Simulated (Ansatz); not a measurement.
# Two structures of Pt: comparison of enthalpies under pressure in Python

The task here is to estimate one member of a computed series from the others.

All numbers are computed with Ansatz 0.2.0, driven from Python. Level of theory: DFT PBEsol, plane waves, PAW.

### The structure

Pt P6_3/mmc: It takes space group P6_3/mmc (No. 194, hexagonal). The conventional cell has a = 2.761 Å, b = 2.761 Å, c = 4.792 Å, α = 90.00°, β = 90.00°, γ = 120.00°. Pt (site symmetry -6m2) has 12 Pt at 2.76 to 2.88 Å as nearest neighbours.

Pt Fm-3m: It takes space group Fm-3m (No. 225, cubic). The conventional cell has a = 3.922 Å, b = 3.922 Å, c = 3.922 Å, α = 90.00°, β = 90.00°, γ = 90.00°. Around Pt (site symmetry m-3m) lie 12 Pt at 2.77 Å.

The script holds or builds the structure itself.

The first run:

Contents of pt.py:

```python
import warnings

import ansatz as az
import numpy as np
from tabulate import tabulate

PHASES = {
    "P6_3/mmc": (
        [[2.76067, 0.0, 0.0], [-1.38033, 2.39081, 0.0], [0.0, 0.0, 4.79213]],
        [
            ("Pt", [2 / 3, 1 / 3, 0.75]),
            ("Pt", [1 / 3, 2 / 3, 0.25]),
        ],
    ),
    "Fm-3m": (
        [[0.0, 1.9609, 1.9609], [1.9609, 0.0, 1.9609], [1.9609, 1.9609, 0.0]],
        [
            ("Pt", [0.0, 0.0, 0.0]),
        ],
    ),
}


def build(vectors, sites):
    crystal = az.Crystal(lattice=az.Lattice.of(vectors))
    for symbol, position in sites:
        crystal = crystal.atom(symbol, position)
    return crystal


def run_phase(name, crystal, pressure=0.0):
    calc = (
        crystal.calculation()
        .scf(max_iterations=100)
        .basis(47 * az.Ry, density_ratio=6)
        .functional("pbesol")
        .kpoints(spacing=0.26)
        .occupations("gaussian", width=0.1)
    )
    calc = calc.relax(force_tolerance=0.02, cell=True, pressure=pressure)
    return calc.run()


def volume_per_atom(outcome):
    return abs(np.linalg.det(outcome.lattice.cell_ang)) / len(outcome.lattice.sites)


def main() -> None:
    warnings.simplefilter("ignore", az.DeckWarning)

    phases = {name: build(*cell) for name, cell in PHASES.items()}

    pressures = [0, 15, 30, 45]
    enthalpy, volume = {name: [] for name in phases}, {name: [] for name in phases}
    for p in pressures:
        for name, crystal in phases.items():
            o = run_phase(name, crystal, pressure=p)
            volume[name].append(volume_per_atom(o))
            enthalpy[name].append(o.report["energy_sigma0_ev"] / len(o.lattice.sites) + p * volume[name][-1] / 160.21766)
    gap = np.array(enthalpy["Fm-3m"]) - np.array(enthalpy["P6_3/mmc"])
    rows = [(p, va, vb, 1000 * d) for p, va, vb, d in zip(pressures, volume["P6_3/mmc"], volume["Fm-3m"], gap)]
    print(tabulate(rows, headers=["P (GPa)", "V P6_3/mmc (A^3/atom)", "V Fm-3m (A^3/atom)", "H(Fm-3m) - H(P6_3/mmc) (meV/atom)"], floatfmt=".4f", tablefmt="psql"))
    crossings = [p0 - g0 * (p1 - p0) / (g1 - g0) for p0, p1, g0, g1 in zip(pressures, pressures[1:], gap, gap[1:]) if g0 * g1 < 0]
    print("crossing near", [round(float(p), 1) for p in crossings], "GPa") if crossings else print("no crossing in this range")


if __name__ == "__main__":
    main()
```

On the command line:

```
$ python pt.py
```

Among the steps run: Running it.

One table of the session follows, with a row left open; its other results are not shown here.

Enthalpy H = E + pV of the second structure less the first:

```
pressure (GPa)  ΔH (meV/atom)
             0          -77.1
            15              ?
            30          -94.8
            45         -101.7
```

Estimate the missing values for pressure (GPa) = 15.

Worked estimate for «ΔH (meV/atom)». A straight line through the neighbours (0, -77.1) and (30, -94.8) gives -77.1 + (-94.8 + 77.1) × (15 − 0) / (30 − 0) = -85.9; a parabola fitted to 3 rows on both sides gives -86.6.

The run gave: ΔH (meV/atom): -86.9. In «ΔH (meV/atom)» the line misses by +1.0 and the parabola by +0.3.

Caveats from the session: Caveats:
- At a fixed pressure a relaxation lowers the enthalpy F + PV, while F alone can rise.
- Spin-orbit coupling, which matters for elements this heavy, is left out.
- Only these two structures are compared, at zero temperature and with their symmetry kept; either may be hypothetical, and another phase may be lower than both. Whether this is the phase that is stable at ambient conditions was not tested.
